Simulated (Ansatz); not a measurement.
# CH₅BGeTe, SMILES [TeH][CH]1[BH][GeH2]1: a geometry optimisation

Program: Ansatz 0.2.0 through its Python package.

Script `ch5bgete.py`:
```python
'''Geometry optimisation of CH5BGeTe.'''

import ansatz
import numpy as np
import pandas as pd


def main() -> None:
    geometry_ang = [
        ('Te', [-1.88, 1.0081, 0.623]),
        ('C', [-0.3688, 0.1117, -0.513]),
        ('B', [1.021, 0.4692, 0.0192]),
        ('Ge', [0.2655, -1.4683, 0.2477]),
        ('H', [-1.6056, 2.5508, -0.2094]),
        ('H', [-0.4383, 0.1203, -1.6203]),
        ('H', [1.9619, 1.2373, 0.2062]),
        ('H', [1.1281, -2.4109, -0.589]),
        ('H', [0.0047, -1.6643, 1.8184]),
    ]
    ch5bgete = ansatz.Crystal.molecule()
    for symbol, xyz in geometry_ang:
        ch5bgete = ch5bgete.atom(symbol, xyz)

    base = ch5bgete.calculation()
    base = base.basis(gaussian='def2-SVP').functional('pbe0')
    symbols = [site.symbol for site in ch5bgete.cartesian_sites]
    start = np.array([site.position_ang for site in ch5bgete.cartesian_sites], dtype=float)
    def progress(event):
        if event['event'] == 'relax_step':
            row = event['data']
            print(f'step {row["step"]:3d}  E = {row["lagrangian_ev"]:.6f} eV  max force {row["allowed_force_max_ev_ang"]:.4f} eV/A')


    rep = base.relax(force_tolerance=0.005).session().plan().execute(on_event=progress).report
    end = np.array(rep['positions_ang'])

    print(f'E = {rep["free_energy_ev"]:.6f} eV = {rep["free_energy_ev"] / 27.211386246:.7f} Ha')
    print('converged:', rep['converged'], ' doubts:', rep['published_state_doubts'] or 'none')

    print('bond        before    after (A)')
    for i, j in [(0, 1), (0, 4), (1, 2), (1, 3), (1, 5), (2, 3), (2, 6), (3, 7), (3, 8)]:
        d0, d1 = (np.linalg.norm(xyz[i] - xyz[j]) for xyz in (start, end))
        print(f'{symbols[i]}{i}-{symbols[j]}{j}'.ljust(10), f'{d0:8.4f} {d1:8.4f}')
    for i, j, k in [(1, 0, 4), (0, 1, 2), (0, 1, 3), (0, 1, 5), (2, 1, 3), (2, 1, 5), (3, 1, 5), (1, 2, 3)]:
        u, v = end[i] - end[j], end[k] - end[j]
        print(f'angle {symbols[i]}{i}-{symbols[j]}{j}-{symbols[k]}{k}: {np.degrees(np.arccos(np.clip(u @ v / np.linalg.norm(u) / np.linalg.norm(v), -1, 1))):.2f} deg')

    charges = rep['charge_distribution']
    table = pd.DataFrame({'atom': symbols, 'mulliken': charges['mulliken_charges_e'], 'lowdin': charges['lowdin_charges_e']})
    print(table.round(3).to_string())
    print('dipole (e A):', np.round(charges['dipole_moment_e_ang'], 4) + 0.0)
    with open('ch5bgete_opt.xyz', 'w') as handle:
        handle.write(f'{len(symbols)}\nrelaxed CH5BGeTe\n')
        handle.writelines(f'{s:2s} {x:11.6f} {y:11.6f} {z:11.6f}\n' for s, (x, y, z) in zip(symbols, end))


if __name__ == '__main__':
    main()
```

```console
$ python ch5bgete.py
step   1  E = -65585.291317 eV  max force 2.2477 eV/A
step   2  E = -65585.763757 eV  max force 2.0254 eV/A
step   3  E = -65586.105162 eV  max force 1.0241 eV/A
step   4  E = -65586.098583 eV  max force 2.8948 eV/A
step   5  E = -65586.255260 eV  max force 0.5178 eV/A
step   6  E = -65586.352551 eV  max force 0.5929 eV/A
step   7  E = -65586.477378 eV  max force 0.3974 eV/A
step   8  E = -65586.481133 eV  max force 0.5607 eV/A
step   9  E = -65586.508288 eV  max force 0.3202 eV/A
step  10  E = -65586.528855 eV  max force 0.4651 eV/A
step  11  E = -65586.535990 eV  max force 0.1586 eV/A
step  12  E = -65586.537781 eV  max force 0.0432 eV/A
step  13  E = -65586.537924 eV  max force 0.0188 eV/A
step  14  E = -65586.537935 eV  max force 0.0154 eV/A
step  15  E = -65586.537968 eV  max force 0.0065 eV/A
step  16  E = -65586.537970 eV  max force 0.0013 eV/A
E = -65586.537997 eV = -2410.2608152 Ha
converged: True  doubts: none
bond        before    after (A)
Te0-C1       2.0923   2.1717
Te0-H4       1.7743   1.6732
C1-B2        1.5306   1.5401
C1-Ge3       1.8648   2.0052
C1-H5        1.1095   1.0942
B2-Ge3       2.0921   2.0270
B2-H6        1.2289   1.2025
Ge3-H7       1.5273   1.5342
Ge3-H8       1.6042   1.5395
angle C1-Te0-H4: 95.32 deg
angle Te0-C1-B2: 78.22 deg
angle Te0-C1-Ge3: 100.52 deg
angle Te0-C1-H5: 115.73 deg
angle B2-C1-Ge3: 68.29 deg
angle B2-C1-H5: 138.41 deg
angle Ge3-C1-H5: 137.20 deg
angle C1-B2-Ge3: 66.80 deg
  atom  mulliken  lowdin
0   Te     0.182   0.566
1    C    -0.370  -0.131
2    B    -0.052  -0.491
3   Ge     0.193   0.105
4    H     0.032  -0.021
5    H     0.089   0.029
6    H     0.016   0.003
7    H    -0.040  -0.027
8    H    -0.049  -0.034
dipole (e A): [-0.3277  0.195  -0.0386]
```

`ch5bgete_opt.xyz`, as written:
```text
9
relaxed CH5BGeTe
Te   -1.438777    1.128490    0.731205
C    -0.316305   -0.036543   -0.717657
B     0.811696    0.599290    0.116162
Ge    0.559333   -1.376917    0.489658
H    -1.301556    2.577021   -0.094894
H    -0.691507   -0.005929   -1.745022
H     1.594893    1.510005    0.059712
H     1.280003   -2.430881   -0.360999
H    -0.409280   -2.010637    1.504634
```

Caveats:
- Total energies depend on the basis set; only differences at equal settings carry meaning.
- The end point is the stationary point reached from this start; no frequency run checks that it is a minimum, and the basis set is modest.
- def2 sets replace the cores of elements past krypton by effective core potentials.
- The Löwdin charges here are taken after orthogonalising the functions within each atom; they differ from plain Löwdin charges, and their signs can be unphysical.
- The bonding changed during the relaxation, so the end is another isomer than the start names.
- Wall time of the script: 2.1 min on 1 thread of Intel(R) Xeon(R) Platinum 8375C CPU @ 2.90GHz (Ice Lake) (shared host), peak memory 0.42 GiB.

(Lines on the test bed's own set-up are left out of the output.)
